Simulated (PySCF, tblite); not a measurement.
# C₅H₉Se radical: geometry, infrared bands and EPR parameters

What infrared bands and EPR parameters should C₅H₉Se radical (`CC[Se][C@@H]1[CH]C1`) show?

Programs: tblite 0.8.0 and PySCF 2.14.0, with density-fitted response routines of our own. Each step states its level of theory. These are calculated values for one molecule in the gas phase, unless marked as measured. Atoms count from 0, in the outputs and in this text.

## 1. Starting geometry

15 atoms, charge 0, multiplicity 2; geometry from: force field or distance geometry start.

Bonds of the start (Å): C0–C1 1.51, C1–Se2 1.92, Se2–C3 1.94, C3–C4 1.53, C4–C5 1.51, C5–C3 1.51, C0–H6 1.11, C0–H7 1.13, C0–H8 1.11, C1–H9 1.12, C1–H10 1.13, C3–H11 1.11, C4–H12 1.12, C5–H13 1.12, C5–H14 1.11.

## 2. Relaxing the molecule with GFN2-xTB

The job: settings as JSON, then the geometry in Å.

```
{"job": {"kind": "relax", "xc": "GFN2-xTB", "basis": "xTB"}, "charge": 0, "multiplicity": 2}
C      2.507300     0.798400    -0.038800
C      1.414400    -0.240600     0.006200
Se     0.164600    -0.109200    -1.451200
C     -1.606000     0.152600    -0.701600
C     -1.763300     0.241800     0.818300
C     -2.157700    -1.021000     0.080800
H      3.483700     0.340700     0.215900
H      2.296300     1.669400     0.645700
H      2.588600     1.125500    -1.101400
H      0.862900    -0.220700     0.984000
H      1.876400    -1.265300    -0.040400
H     -2.364700     0.736700    -1.254200
H     -2.584200     0.912200     1.177700
H     -1.485800    -1.910300     0.225700
H     -3.237000    -1.202400    -0.105700
```

Command:

```
OMP_NUM_THREADS=1 python probes_run.py task.json out
```

One launch serves the whole session: the jobs run in the order shown.

The log of the run:

```text
step      E/eV     max force
  0    -498.22577    2.696
  1    -498.51107    1.225
  2    -498.62290    0.661
  3    -498.65241    0.587
  4    -498.70841    0.495
  5    -498.73636    0.381
  6    -498.75653    0.290
  7    -498.76637    0.243
  8    -498.77452    0.286
  9    -498.77956    0.189
 10    -498.78298    0.142
 11    -498.78533    0.136
 12    -498.78879    0.258
 13    -498.79441    0.332
 14    -498.80180    0.284
 15    -498.80857    0.214
 16    -498.81461    0.182
 17    -498.82047    0.234
 18    -498.82666    0.266
 19    -498.83330    0.220
 20    -498.83963    0.239
 21    -498.84435    0.251
 22    -498.84951    0.337
 23    -498.85423    0.269
 24    -498.86093    0.155
 25    -498.86373    0.150
 26    -498.86909    0.166
 27    -498.87288    0.172
 28    -498.87675    0.172
 29    -498.88032    0.150
 30    -498.88330    0.148
 31    -498.88801    0.152
 32    -498.89059    0.133
 33    -498.89373    0.162
 34    -498.89614    0.190
 35    -498.89955    0.179
 36    -498.90472    0.203
 37    -498.91137    0.289
 38    -498.91800    0.235
 39    -498.92359    0.203
 40    -498.92759    0.197
 41    -498.93185    0.169
 42    -498.93620    0.150
 43    -498.93731    0.119
 44    -498.93814    0.074
 45    -498.93862    0.060
 46    -498.93918    0.059
 47    -498.93962    0.046
 48    -498.93990    0.052
 49    -498.94024    0.051
 50    -498.94064    0.049
 51    -498.94107    0.053
 52    -498.94140    0.042
 53    -498.94165    0.043
 54    -498.94188    0.044
 55    -498.94216    0.048
 56    -498.94244    0.055
 57    -498.94267    0.040
 58    -498.94284    0.036
 59    -498.94299    0.035
 60    -498.94319    0.039
 61    -498.94340    0.037
 62    -498.94357    0.032
 63    -498.94372    0.034
 64    -498.94389    0.041
 65    -498.94415    0.058
 66    -498.94456    0.068
 67    -498.94503    0.052
 68    -498.94542    0.049
 69    -498.94573    0.043
 70    -498.94603    0.052
 71    -498.94634    0.056
 72    -498.94657    0.037
 73    -498.94667    0.018
 74    -498.94672    0.019
 75    -498.94678    0.019
 76    -498.94687    0.024
 77    -498.94698    0.024
 78    -498.94705    0.021
 79    -498.94710    0.019
 80    -498.94713    0.015
 81    -498.94717    0.011
 82    -498.94719    0.012
 83    -498.94721    0.013
 84    -498.94722    0.013
 85    -498.94724    0.013
 86    -498.94728    0.014
 87    -498.94732    0.017
 88    -498.94736    0.018
 89    -498.94739    0.019
 90    -498.94743    0.021
 91    -498.94748    0.021
 92    -498.94755    0.019
 93    -498.94761    0.014
 94    -498.94765    0.014
 95    -498.94768    0.014
 96    -498.94771    0.013
 97    -498.94775    0.012
 98    -498.94777    0.011
 99    -498.94779    0.012
100    -498.94780    0.012
101    -498.94782    0.012
102    -498.94785    0.011
103    -498.94787    0.011
104    -498.94790    0.012
105    -498.94793    0.014
106    -498.94797    0.019
107    -498.94805    0.022
108    -498.94816    0.029
109    -498.94833    0.037
110    -498.94860    0.048
111    -498.94899    0.060
112    -498.94950    0.058
113    -498.95003    0.051
114    -498.95043    0.035
115    -498.95057    0.039
116    -498.95056    0.035
117    -498.95072    0.009
```

Wall time 0.66 s (1 thread of Arm Neoverse V1, shared host); peak memory 0.18 GiB.

Relaxation path: (not every step is listed)

```
step  energy from step 0 (eV)  largest force (eV/Å)
   0                   0.0000                2.6956
   1                  -0.2853                1.2252
   2                  -0.3971                0.6611
   3                  -0.4266                0.5875
   4                  -0.4826                0.4950
   5                  -0.5106                0.3809
   6                  -0.5308                0.2905
   7                  -0.5406                0.2427
   8                  -0.5487                0.2862
  18                  -0.6009                0.2661
  28                  -0.6510                0.1721
  38                  -0.6922                0.2349
  48                  -0.7141                0.0519
  58                  -0.7171                0.0362
  68                  -0.7197                0.0493
  78                  -0.7213                0.0213
  88                  -0.7216                0.0177
  98                  -0.7220                0.0114
 108                  -0.7224                0.0291
 112                  -0.7237                0.0579
 113                  -0.7243                0.0512
 114                  -0.7247                0.0349
 115                  -0.7248                0.0393
 116                  -0.7248                0.0346
 117                  -0.7249                0.0093
```

Distances of close pairs at the start and the end, largest changes first:

```
  bond  before (Å)  after (Å)  change (Å)
 C3–C4       1.531      1.443      -0.088
 C4–C5       1.515      1.461      -0.054
C4–H12       1.119      1.069      -0.050
C1–Se2       1.924      1.974      +0.050
Se2–C3       1.940      1.981      +0.040
C5–H13       1.124      1.084      -0.040
 C0–H7       1.128      1.088      -0.040
C1–H10       1.125      1.092      -0.033
```

The next job starts from the end point, and lists it.

## 3. Harmonic vibrations with GFN2-xTB

The job: settings as JSON, then the geometry in Å.

```
{"job": {"kind": "ir", "xc": "GFN2-xTB", "basis": "xTB"}, "charge": 0, "multiplicity": 2}
C      2.458575     0.707725    -0.029243
C      1.187821    -0.113423    -0.067636
Se     0.078085     0.295386    -1.648329
C     -1.646982     0.204541    -0.679110
C     -1.623728     0.160509     0.762986
C     -1.972393    -1.076612     0.068600
H      3.025547     0.468510     0.869086
H      2.226482     1.770526    -0.022725
H      3.081775     0.496692    -0.896884
H      0.513152     0.110095     0.775875
H      1.409044    -1.182364    -0.074415
H     -2.395372     0.759300    -1.233612
H     -2.121871     0.732388     1.516341
H     -1.235253    -1.868885     0.005840
H     -2.989297    -1.456399     0.114347
```

The log of the run:

```text
mode    cm-1     km/mol
  1      44.4      1.83
  2      96.7      0.82
  3     137.0      1.07
  4     218.5      0.23
  5     248.6      2.63
  6     273.0      0.93
  7     317.7      7.74
  8     422.3     66.64
  9     540.4     10.16
 10     584.2     62.58
 11     780.1      5.17
 12     826.7      5.86
 13     862.2      2.94
 14     960.1      3.48
 15     990.1      6.03
 16     992.3      1.92
 17    1003.0      6.26
 18    1009.1      6.41
 19    1045.9     28.25
 20    1074.2      3.03
 21    1083.4      4.89
 22    1151.1     22.26
 23    1194.4     14.96
 24    1229.4     33.51
 25    1358.2     13.74
 26    1402.1      6.30
 27    1430.9      0.44
 28    1449.9      8.89
 29    1484.1      6.18
 30    1489.2      1.87
 31    2770.0     12.88
 32    2954.2     18.17
 33    2986.3     21.89
 34    2993.1     49.02
 35    3016.4     33.07
 36    3020.9     15.79
 37    3022.8     13.20
 38    3035.8     16.99
 39    3152.8     37.63
```

Wall time 0.41 s (1 thread of Arm Neoverse V1, shared host); peak memory 0.18 GiB.

Which atoms move in the most intense modes:

```
cm⁻¹  km/mol                        atoms
 422    66.6            C3 47 %, H12 31 %
 584    62.6  H12 45 %, C3 18 %, H14 10 %
1046    28.2  H14 46 %, C5 26 %, H13 20 %
1151    22.3            H11 61 %, C4 11 %
1229    33.5            H10 55 %, C1 15 %
2993    49.0           H11 54 %, H14 38 %
3016    33.1             H6 78 %, H8 13 %
3153    37.6                     H12 92 %
```

## 4. g tensor and hyperfine couplings: B3LYP/def2-TZVP-core+pcH-1

The job, as its differences from that of step 3:

```diff
@@ -1,2 +1,2 @@
-{"job": {"kind": "ir", "xc": "GFN2-xTB", "basis": "xTB"}, "charge": 0, "multiplicity": 2}
+{"job": {"kind": "epr", "basis": "pcH-1"}, "charge": 0, "multiplicity": 2}
 C      2.458575     0.707725    -0.029243
```

Level: UKS B3LYP, def2-TZVP-core on Se, pcH-1 on C H, non-relativistic, mean-field spin-orbit, GIAO.

The log of the run:

```text
UKS, coarse grid
  cycle   1  E = -2597.38786145  |g| = 1.46e+00
  cycle   2  E = -2597.37925275  |g| = 6.23e-01
  cycle   3  E = -2597.40862286  |g| = 3.80e-01
  cycle   4  E = -2597.45448891  |g| = 7.69e-02
  cycle   5  E = -2597.45785094  |g| = 1.46e-02
  cycle   6  E = -2597.45795725  |g| = 5.42e-03
  cycle   7  E = -2597.45797320  |g| = 1.55e-03
  cycle   8  E = -2597.45797700  |g| = 1.14e-03
  cycle   9  E = -2597.45797798  |g| = 3.32e-04
UKS, final grid
  cycle   1  E = -2597.45804313  |g| = 3.85e-04
  cycle   2  E = -2597.45804302  |g| = 6.12e-04
  cycle   3  E = -2597.45804321  |g| = 4.72e-05
  cycle   4  E = -2597.45804321  |g| = 2.69e-05
E = -2597.45804321 Eh   <S^2> = 0.7541 (exact 0.7500)
g shifts (ppm)      1          2          3
  rmc          -158       -158       -158
  gc             18         39         28
  oz_so       -1525       3142      23605
  total       -1654       3030      23493
hyperfine (MHz)  atom isotope    a_iso     a_fc   dipolar eigenvalues
    0   13C      -0.96      -0.94     -0.57     -0.21      0.78
    1   13C      26.85      27.25     -4.72     -3.98      8.70
    2  77Se      17.42      12.46    -46.70    -42.33     89.04
    3   13C     -28.01     -27.95     -6.48     -0.74      7.22
    4   13C     255.26     255.32    -73.22    -69.23    142.45
    5   13C     -22.13     -22.16     -4.41     -0.28      4.69
    6    1H       3.33       3.33     -1.12     -0.87      2.00
    7    1H       0.59       0.60     -1.30     -0.93      2.22
    8    1H       9.48       9.48     -1.16     -0.56      1.72
    9    1H     -11.16     -11.29    -15.45    -10.38     25.84
   10    1H      -0.37      -0.36     -3.13     -0.93      4.07
   11    1H      41.66      41.69     -4.93     -1.49      6.42
   12    1H     -17.08     -17.09    -32.64     -3.39     36.03
   13    1H      88.98      88.96     -6.09     -3.39      9.49
   14    1H      57.92      57.91     -5.07     -1.86      6.93
```

Run time: 3.4 min. Hardware: 1 thread of Arm Neoverse V1, shared host; peak memory 1.3 GiB.

Principal g values 2.00066, 2.00535, 2.02581; g(iso) = 2.01061, against 2.00232 for a free electron.

Mean a(iso) over the nuclei that a row names, and the largest dipolar term of the row (other rows stand at the frozen geometry):

```
    nuclei  isotope  a(iso) (MHz)  a(iso) (G, at g = 2.0023)  largest dipolar term (MHz)
        C4      13C         255.3                       91.1                       142.5
       H13       1H          89.0                       31.7                         9.5
       H14       1H          57.9                       20.7                         6.9
       H11       1H          41.7                       14.9                         6.4
        C3      13C         -28.0                      -10.0                         7.2
        C1      13C          26.9                        9.6                         8.7
        C5      13C         -22.1                       -7.9                         4.7
       Se2     77Se          17.4                        6.2                        89.0
       H12       1H         -17.1                       -6.1                        36.0
        H9       1H         -11.2                       -4.0                        25.8
H6, H7, H8       1H           4.5                        1.6                         2.2
        C0      13C          -1.0                       -0.3                         0.8
       H10       1H          -0.4                       -0.1                         4.1
```

Mulliken spin populations:

C0 0.00; C1 0.03; Se2 0.08; C3 -0.04; C4 0.91; C5 -0.04; H6 0.00; H7 0.00; H8 0.00; H9 -0.01; H10 0.00; H11 0.02; H12 -0.02; H13 0.04; H14 0.02

In first order the couplings over 0.8 MHz of 1H give 128 distinct lines over 82.1 G, if the averaged nuclei exchange fast.

The fields below are evaluated on a grid from the run's orbitals.

ELF in a plane through or near 6 of the atoms.

Ten even steps from '0' (0.00) to '9' (1.00):
```
0000000000000000000000000000
0000000000000000000000000000
0000000000000000000000000000
0000000000001000000000000000
0000003530002100001210000000
0000028982013210124520000000
0000028995013211456530000000
0000026995012213766410000000
0000135665333113755300000000
0000157118746311456534530000
0000157339326410145469982000
0000135557244300142399995000
0000012214997200597399995000
0000000006999301999759982000
0000000007999301999613420000
0000000004997000899400000000
0000000000341000254100000000
0000000000000000000000000000
0000000000000000000000000000
0000000000000000000000000000
```
The map spans 11.7 Å across and 8.2 Å up, centred on the molecule. Atoms in the plane (x, y in Å): C0 (-2.6, 0.1), C1 (-1.1, -0.4), C5 (2.2, -0.6), H10 (-1.1, -1.4), H13 (1.6, -1.5), H14 (3.2, -0.8).

On the surface of density 0.002 e/bohr³ the electrostatic potential runs, from the 1st to the 99th percentile, from -1.06 V near Se2 to 0.95 V near H12.

The spin density lies nearest to C4 60 %; H12 9 %; Se2 7 %.

## 5. What came out

```
                                 quantity                 value
strongest single infrared mode (GFN2-xTB)   422 cm⁻¹, 67 km/mol
             zero-point energy (GFN2-xTB)         75.3 kcal/mol
                           g(iso) (B3LYP)               2.01061
                                     ⟨S²⟩    0.754 (exact 0.75)
       largest a(iso) (averaged by class)  13C on C4, 255.3 MHz
    surface potential, 1st and 99th percentile    -1.06 V and 0.95 V
```

Over 117 steps the energy fell by 0.725 eV; of the close pairs, C3–C4 changed most, 1.531 to 1.443 Å. No mode is imaginary among the 39: a minimum at this level. The strongest single mode, at 422 cm⁻¹, moves mainly C3 and H12. GFN2-xTB is a fitted tight-binding method: band positions and strengths are rough. Its intensities can rank the bands wrongly. Most of the unpaired spin sits on C4 (0.91 e). The isotropic g lies 8.3 ppt above the free-electron value. The hyperfine terms hold no scalar relativity, which the heavier nuclei need.
